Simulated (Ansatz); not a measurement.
# Sc2GaS: further runs on a relaxed guess

Aim: for this structure of Sc2GaS, compute bands, density of states and charges.

Computed with Ansatz 0.2.0 (DFT PBE, scalar-relativistic, plane waves, PAW, unless a step's input says otherwise).

1 further run of the same task is left out (it didn't finish).

**1. The system as given**

It takes space group P-4m2 (No. 115, tetragonal). Conventional cell: a = 3.581 Å, b = 3.581 Å, c = 7.700 Å, α = 90.00°, β = 90.00°, γ = 90.00°. Around Sc (site symmetry 2mm) lie 2 S at 2.50 Å and 2 Ga at 2.76 Å. Ga (site symmetry -4m2) has 4 Sc at 2.76 Å as nearest neighbours. S (site symmetry -4m2) is surrounded by 4 Sc at 2.50 Å.

Coordinates:

```
CELL_PARAMETERS angstrom
3.58111 0.00000 0.00000
0.00000 3.58111 0.00000
0.00000 0.00000 7.69966
ATOMIC_POSITIONS crystal
Sc 0.50000 0.00000 0.22708
Sc 0.00000 0.50000 0.77292
Ga 0.00000 0.00000 0.50000
S 0.50000 0.50000 0.00000
```

The cell was relaxed beforehand at this level, from a database cell with other species swapped in; it needn't be the stable form of this composition. At a tolerance of 0.05 Å it has space group P-4m2 (No. 115); it has 24.69 Å³/atom, an uncorrected energy of -0.63 eV/atom over the elements.

**2. Bands, states and charges**

The input, input.yaml:

```yaml
crystal:
  lattice:
    - [3.5811079741, 0.0, 0.0]
    - [0.0, 3.5811079741, 0.0]
    - [0.0, 0.0, 7.6996623939]
  atoms:
    - { symbol: Sc, position: [0.5, 0.0, 0.2270761351] }
    - { symbol: Sc, position: [0.0, 0.5, 0.7729238649] }
    - { symbol: Ga, position: [0.0, 0.0, 0.5] }
    - { symbol: S, position: [0.5, 0.5, 0.0] }
basis:
  ecutwfc: 420
kpoints:
  mp_grid: { grid: [12, 12, 8] }
  band_path:
    path:
      - [[0.0, 0.0, 0.0], [0.0, 0.5, 0.0], [0.5, 0.5, 0.0], [0.0, 0.0, 0.0], [0.0, 0.0, 0.5], [0.0, 0.5, 0.5], [0.5, 0.5, 0.5], [0.0, 0.0, 0.5]]
      - [[0.0, 0.5, 0.0], [0.0, 0.5, 0.5]]
      - [[0.5, 0.5, 0.0], [0.5, 0.5, 0.5]]
    npoints: 14
hamiltonian:
  xc: pbe
scf:
  occupations: { method: gaussian, width: 0.1 }
  n_extra_bands: 10
output:
  forces: true
  stress: true
  eigenvalues: true
  populations: true
  dos: { projected: true, de: 0.02, nscf_kmesh: { grid: [15, 15, 10] } }
  bader: true
  write_density: true
  write_potential: true
  elf: true
  volumetric_format: npy
```

On the command line:

```bash
$ ansatz run input.yaml --threads 1 --pin off --max-ram 2560MiB --backend cpu --events-out ev --progress --plain --runs-dir out
```

The log of the run:

```text
Warning: RAYON_NUM_THREADS=1 ignored (pool sized by the plan → 1); use --threads N
scf.n_extra_bands = 10 over 21 filled bands (N_el = 41.0): the run solves 31 bands
Engine: ansatz 0.2.0, x86_64-unknown-linux-gnu
Pseudopotentials: kind: paw
Pseudopotential: Sc, paw, valence charge 11, recommended cutoff 420 eV (normal), Sc.paw.azcp
Pseudopotential: Ga, paw, valence charge 13, recommended cutoff 420 eV (normal), Ga.paw.azcp
Pseudopotential: S, paw, valence charge 6, recommended cutoff 420 eV (normal), S.paw.azcp
Functional definition: PBE
  parameter kappa = 0.804
  parameter beta = 0.06672455060314922
  exchange = pbe_x(kappa = kappa, mu = beta*pi^2/3)
  correlation = pbe_c(beta = beta)
Crystal: 4 atoms, lattice volume = 98.743 Å³
Basis set: ecut = 420 eV, 1917 PW (Γ), exchange–correlation on 48×48×108 points (8 copies of the dense FFT grid, shifted against one another)
Bands: 31, of which v1, the nominal top of the filled ones, is band 21 counted from 1 (20 counted from 0)
Symmetry: 8 space group operations
Space group: P-4m2 (ITA 115), of the structure as read, at distance tolerance 4.6e-5 Å
k-points: 140 of 1152 (time reversal used)
Non-local potential: Sc, projectors of the file, l = 0: 3, l = 1: 2, l = 2: 3, l = 3: 1
Non-local potential: Ga, projectors of the file, l = 0: 2, l = 1: 2, l = 2: 3, l = 3: 1
Non-local potential: S, projectors of the file, l = 0: 2, l = 1: 2, l = 2: 2
PAW form: soft (Blöchl's): semilocal exchange-correlation on the pseudo side does not see the compensation charge
PAW one-centre angular grid: Sc, 590 points (default); XC on 64 Gauss nodes
PAW one-centre angular grid: Ga, 590 points (default); XC on 64 Gauss nodes
PAW one-centre angular grid: S, 110 points (default); XC on 64 Gauss nodes
Initial density: superposition of atomic densities (neutral atoms: chi_scale 0, normalization atom), corrected by the library's trained network
Initial wavefunctions: pseudopotential atomic-orbital guess
Functional: x = pbe(κ = 0.804, μ = 0.2195149727645171), c = pbe(β = 0.06672455060314922)
SCF iter   1: F=—  HF=-8959.246823 eV  |F-HF|=—  |Δ(HF+E_count)|=         —  Δρ=5.06e-3  dr2=6.18e-2  ethr=1.77e-3  ⟨swp⟩=5.7  Hψ=18498  notcnv=0
preconditioner: auto → Kerker (q_TF=auto, 2.357 Å⁻¹)  [metal: Δε(μ)=0.011 eV  Ē_g=10.561 eV  σ=0.100 eV  W_gap=0.06  n_scr=16 (ndim 8)  ℏωp=18.7 eV  f_vac=0.000  D(μ)=2.64/eV (n_scr^D=16)]
SCF iter   2: F=—  HF=-8959.239490 eV  |F-HF|=—  |Δ(HF+E_count)|=   7.33e-3  Δρ=2.87e-3  dr2=2.75e-2  ethr=1.51e-4  ⟨swp⟩=1.0  Hψ=5460  notcnv=0
SCF iter   3: F=—  HF=-8959.235304 eV  |F-HF|=—  |Δ(HF+E_count)|=   4.19e-3  Δρ=7.75e-4  dr2=2.14e-3  ethr=6.71e-5  ⟨swp⟩=2.1  Hψ=4622  notcnv=0
SCF iter   4: F=—  HF=-8959.235057 eV  |F-HF|=—  |Δ(HF+E_count)|=   2.47e-4  Δρ=5.47e-4  dr2=4.51e-4  ethr=5.23e-6  ⟨swp⟩=2.0  Hψ=5480  notcnv=0
SCF iter   5: F=—  HF=-8959.234831 eV  |F-HF|=—  |Δ(HF+E_count)|=   2.25e-4  Δρ=1.98e-4  dr2=7.23e-5  ethr=1.10e-6  ⟨swp⟩=2.0  Hψ=5628  notcnv=0
SCF iter   6: F=—  HF=-8959.234934 eV  |F-HF|=—  |Δ(HF+E_count)|=   1.03e-4  Δρ=5.06e-5  dr2=4.83e-6  ethr=1.76e-7  ⟨swp⟩=2.3  Hψ=4835  notcnv=0
SCF iter   7: F=—  HF=-8959.234935 eV  |F-HF|=—  |Δ(HF+E_count)|=   1.15e-6  Δρ=1.78e-5  dr2=4.04e-7  ethr=1.18e-8  ⟨swp⟩=2.0  Hψ=4910  notcnv=0
SCF iter   8: F=-8959.234936 eV  HF=-8959.234936 eV  |F-HF|=6.62e-9  |Δ(HF+E_count)|=   2.44e-7  Δρ=3.75e-6  dr2=2.89e-8  ethr=2.44e-10  ⟨swp⟩=11.9  Hψ=24048  notcnv=0
SCF 1 converged in 8 iterations: F = -8959.234936 eV  dr2 = 2.89e-8
NSCF: frozen V_eff on 129 k-points
NSCF: frozen V_eff on 216 k-points
SCF converged after 8 iterations
Free energy (F): -8959.234936 eV
Harris-Foulkes:  -8959.234936 eV  (|F-HF|=6.62e-9)
Internal energy: -8959.221504 eV  (E = F + TS)
E sigma→0 (E₀):  -8959.228220 eV
Entropy (-TS):   -0.013432 eV (-3.358 meV/atom)
Fermi energy:    7.854541 eV
--- Per-component energies (eV) ---
  E_band       = -442.822709
  E_kinetic    = 745.118919
  E_local      = -4204.157074  (includes V_loc(G=0)·N_el)
  E_nonlocal   = 615.228772
  E_hartree    = 1722.954022
  E_xc         = -375.780532
  E_vxc        = -404.646571  (∫ρ·V_xc dr)
  E_paw        = -4495.465471  (= ΣΔE_a)
  E_vpaw       = -640.273539  (= ΣTr[D̂ρ^β])
  E_aug_tail   = -0.000093  (compensation charges beyond the density's cutoff)
  E_ewald      = -2967.120046
  E_smearing   = -0.013432  (= −TS)
  E_closure    = -0.000000  (closes the sum)
  Σ components = -8959.234936   (vs F -8959.234936, Δ=0.00e0)
--- Forces (eV/Å), atoms counted from 1 ---
  atom   1  Sc     0.00000000     0.00000000     0.00259575
  atom   2  Sc     0.00000000     0.00000000    -0.00259575
  atom   3  Ga    -0.00000000     0.00000000     0.00000000
  atom   4  S      0.00000000     0.00000000     0.00000000
  max |Σ_I F_I| component: 0.00e0 eV/Å
--- Stress (GPa, compression-positive) ---
       -0.004682       0.000000       0.000000
        0.000000      -0.004682       0.000000
        0.000000       0.000000       0.013894
  P = ⅓ Tr σ = 0.0015 GPa (0.015 kbar)
--- Band table (eV; the first three rows and the last of 140) ---
  k-point 0: bands = ["-42.4150", "-42.4136", "-21.0929", "-21.0568", "-21.0496", "-21.0496", "-20.9884", "-20.9884", "-6.6644", "-6.5972", "-6.5678", "-6.5678", "-6.5512", "-6.2678", "0.7640", "2.1899", "4.4143", "4.4143", "5.8419", "7.1385", "7.3169", "8.4602", "9.1221", "9.1221", "9.6138", "9.8524", "9.8751", "9.8751", "9.9892", "10.8747", "13.6308"]
  k-point 1: bands = ["-42.4150", "-42.4136", "-21.0923", "-21.0573", "-21.0496", "-21.0496", "-20.9884", "-20.9884", "-6.6646", "-6.5972", "-6.5678", "-6.5678", "-6.5511", "-6.2671", "0.7242", "2.2659", "4.4154", "4.4154", "5.7349", "7.1552", "7.3372", "8.5255", "9.0439", "9.0439", "9.5872", "9.8534", "9.9881", "9.9976", "9.9976", "10.9321", "13.4885"]
  k-point 2: bands = ["-42.4150", "-42.4136", "-21.0908", "-21.0588", "-21.0496", "-21.0496", "-20.9884", "-20.9884", "-6.6650", "-6.5972", "-6.5678", "-6.5678", "-6.5508", "-6.2653", "0.6392", "2.4457", "4.4179", "4.4179", "5.4940", "7.1855", "7.3730", "8.6964", "8.9066", "8.9066", "9.5015", "9.8560", "9.9853", "10.2542", "10.2542", "11.1042", "13.1726"]
  k-point 139: bands = ["-42.4017", "-42.4017", "-21.1515", "-21.1342", "-21.0639", "-21.0618", "-21.0479", "-21.0479", "-6.6371", "-6.5823", "-6.5819", "-6.5819", "-6.5175", "-5.5251", "2.8204", "2.8204", "3.3755", "3.4751", "6.4737", "6.4737", "7.0785", "8.2824", "8.4129", "8.9201", "8.9201", "9.4675", "10.0412", "10.4049", "10.4049", "10.9070", "10.9070"]
--- Löwdin populations: 4 sites ---
  site symbol       q [e]
     0     Sc     10.2576
     1     Sc     10.2576
     2     Ga     13.8732
     3      S      6.4768
  spilling = 0.003287 (of n_electrons = 41.000000)
--- Bader charges: 4 sites ---
  site symbol  charge [e]  shift [e]
     0     Sc      1.3757     0.0001
     1     Sc      1.3757     0.0001
     2     Ga     -1.3070     0.0002
     3      S     -1.4444     0.0004
  estimated error of the sums over rays = 5.7e-4 e
```

Run time: 3.5 min. Hardware: 1 thread of Intel Xeon Platinum 8175M at 2.50GHz (Skylake/Cascade Lake), shared host; peak memory 0.77 GiB.

Per atom:

| atom | Löwdin electrons | Bader charge (e) | Bader volume (Å³) |
| --- | --- | --- | --- |
| Sc1 | 10.26 | +1.38 | 15.6 |
| Sc2 | 10.26 | +1.38 | 15.6 |
| Ga3 | 13.87 | -1.31 | 37.1 |
| S4 | 6.48 | -1.44 | 30.5 |

bands.tsv at the labelled points (eV, zero at the Fermi level; the bands nearest the Fermi level):

| point | band 18 | band 19 | band 20 | band 21 | band 22 | band 23 | band 24 | band 25 |
| --- | --- | --- | --- | --- | --- | --- | --- | --- |
| Γ | -3.44 | -2.01 | -0.72 | -0.54 | 0.61 | 1.27 | 1.27 | 1.76 |
| X | -3.18 | -2.47 | -1.41 | 0.48 | 0.70 | 1.19 | 1.20 | 1.23 |
| M | -4.39 | -0.90 | -0.90 | -0.40 | -0.19 | 0.33 | 0.33 | 0.56 |
| Γ | -3.44 | -2.01 | -0.72 | -0.54 | 0.61 | 1.27 | 1.27 | 1.76 |
| Z | -3.43 | -2.69 | -0.63 | -0.46 | 0.91 | 0.91 | 1.27 | 1.32 |
| R | -3.18 | -2.38 | -1.31 | 0.44 | 0.60 | 0.90 | 1.17 | 1.25 |
| A | -4.38 | -1.38 | -1.38 | -0.78 | 0.43 | 0.56 | 1.07 | 1.07 |
| Z | -3.43 | -2.69 | -0.63 | -0.46 | 0.91 | 0.91 | 1.27 | 1.32 |
| X | -3.18 | -2.47 | -1.41 | 0.48 | 0.70 | 1.19 | 1.20 | 1.23 |
| R | -3.18 | -2.38 | -1.31 | 0.44 | 0.60 | 0.90 | 1.17 | 1.25 |
| M | -4.39 | -0.90 | -0.90 | -0.40 | -0.19 | 0.33 | 0.33 | 0.56 |
| A | -4.38 | -1.38 | -1.38 | -0.78 | 0.43 | 0.56 | 1.07 | 1.07 |

States per cell in windows of 1 eV, from dos.tsv and pdos.tsv (zero at the Fermi level):

```csv
from,to,total,Sc 4s,Sc 3d,Ga 4s,Ga 4p,S 3p
-7,-6,0.87,0.18,0.05,0.49,0.08,0.05
-6,-5,2.65,0.20,0.36,0.53,0.10,1.40
-5,-4,2.89,0.10,0.43,0.26,0.04,2.00
-4,-3,1.46,0.02,0.28,0.01,0.01,1.13
-3,-2,0.53,0.04,0.13,0.00,0.31,0.03
-2,-1,2.34,0.15,0.84,0.03,1.20,0.07
-1,0,2.15,0.08,1.35,0.04,0.58,0.03
0,1,6.60,0.23,5.28,0.04,0.56,0.10
1,2,6.18,0.17,5.02,0.03,0.36,0.19
2,3,3.77,0.04,2.95,0.10,0.20,0.27
```

The solved bands begin to run out at 3.1 eV, so nothing above is shown.

A further 28 or so states lie below the table's range.

Density in a lattice plane of the grid's cell (edges 3.58 and 7.70 Å, at 0.000 of the third edge), which holds Sc and Ga.

Values in e/Å³, 12 rows by 6 columns:
```
 0.04  0.04  0.05  0.05  0.05  0.04
 0.06  0.05  0.04  0.03  0.04  0.05
 0.11  0.09  0.05  0.04  0.05  0.09
 0.29  0.18  0.08  0.05  0.08  0.18
 1.98  0.53  0.13  0.07  0.13  0.53
46.59  1.98  0.17  0.11  0.17  1.98
 1.98  0.57  0.18  0.12  0.18  0.57
 0.29  0.24  0.36  0.99  0.36  0.24
 0.11  0.19  2.82  7.27  2.82  0.19
 0.06  0.10  1.51  4.96  1.51  0.10
 0.04  0.05  0.12  0.23  0.12  0.05
 0.01  0.04  0.07  0.09  0.07  0.04
```
Columns run along the first of these edges and rows up along the second, over one cell in 6 and 12 even steps from the bottom left corner. Atoms in the plane (fractional): Sc at (0.50, 0.23), Ga at (0.00, 0.50).

ELF in the same plane.

Values, 12 rows by 6 columns:
```
0.09 0.07 0.06 0.06 0.06 0.07
0.27 0.17 0.07 0.06 0.07 0.17
0.71 0.61 0.29 0.16 0.29 0.61
0.76 0.73 0.48 0.23 0.48 0.73
0.21 0.32 0.42 0.26 0.42 0.32
0.37 0.17 0.35 0.33 0.35 0.17
0.21 0.35 0.41 0.17 0.41 0.35
0.76 0.58 0.17 0.54 0.17 0.58
0.71 0.18 0.74 0.16 0.74 0.18
0.27 0.07 0.70 0.63 0.70 0.07
0.09 0.05 0.05 0.09 0.05 0.05
0.06 0.08 0.09 0.10 0.09 0.08
```
Columns run along the first of these edges and rows up along the second, over one cell in 6 and 12 even steps from the bottom left corner. Atoms in the plane (fractional): Sc at (0.50, 0.23), Ga at (0.00, 0.50).

Both are smooth fields of the valence electrons: close to the nuclei they are not physical.

Outside the cores ELF peaks at 0.88 in the shell around S, 0.9 Å from S; 0.82 between the atoms, 1.7 Å from Ga.

**3. A further run, with the input changed**

The input, input.yaml:

```yaml
crystal:
  lattice:
    - [3.5811079741, 0.0, 0.0]
    - [0.0, 3.5811079741, 0.0]
    - [0.0, 0.0, 7.6996623939]
  atoms:
    - { symbol: Xx, position: [0.5, 0.0, 0.2270761351] }
    - { symbol: Sc, position: [0.0, 0.5, 0.7729238649] }
    - { symbol: Ga, position: [0.0, 0.0, 0.5] }
    - { symbol: S, position: [0.5, 0.5, 0.0] }
basis:
  ecutwfc: 420
kpoints:
  mp_grid: { grid: [12, 12, 8] }
hamiltonian:
  xc: pbe
scf:
  occupations: { method: gaussian, width: 0.1 }
  max_iter: 60
output:
  forces: true
  eigenvalues: true
  stress: true
```

On the command line:

```bash
$ ansatz run input.yaml --threads 1 --pin off --max-ram 2560MiB --backend cpu --events-out ev --progress --plain --runs-dir out
```

The log of the run:

```text
Error: YAML parse error: error: line 7 column 17: `Xx` is not an element symbol (H … Og, case-exact)
 --> <input>:7:17
  |
5 |     - [0.0, 0.0, 7.6996623939]
6 |   atoms:
7 |     - { symbol: Xx, position: [0.5, 0.0, 0.2270761351] }
  |                 ^ `Xx` is not an element symbol (H … Og, case-exact)
8 |     - { symbol: Sc, position: [0.0, 0.5, 0.7729238649] }
9 |     - { symbol: Ga, position: [0.0, 0.0, 0.5] }
  |
```

Run time: 0.05 s. Hardware: 1 thread of Intel Xeon Platinum 8175M at 2.50GHz (Skylake/Cascade Lake), shared host; peak memory 0.026 GiB.

**4. Why it ended so**

The program refused the input before any cycle. It says: «line 7 column 17: `Xx` is not an element symbol (H … Og, case-exact)»

One of the atoms is labelled with something that isn't a chemical symbol in the accepted spelling.

What to do: mend the symbol.

**5. What came out**

| quantity | value |
| --- | --- |
| gap | none (metal) |
| states at the Fermi level | 2.92 per eV per cell |
| Bader charges | Sc +1.38, Ga -1.31, S -1.44 e |

**Reading.** Bands cross the Fermi level: a metal at this level of theory. Of the projected weight within 0.25 eV of the Fermi level, the largest part is Sc 3d (76 %). Bader charges reach 1.4 e, so charge transfer in this metal is strong. Spin polarisation is off in the runs that give these values; a magnetic solution could lie lower.
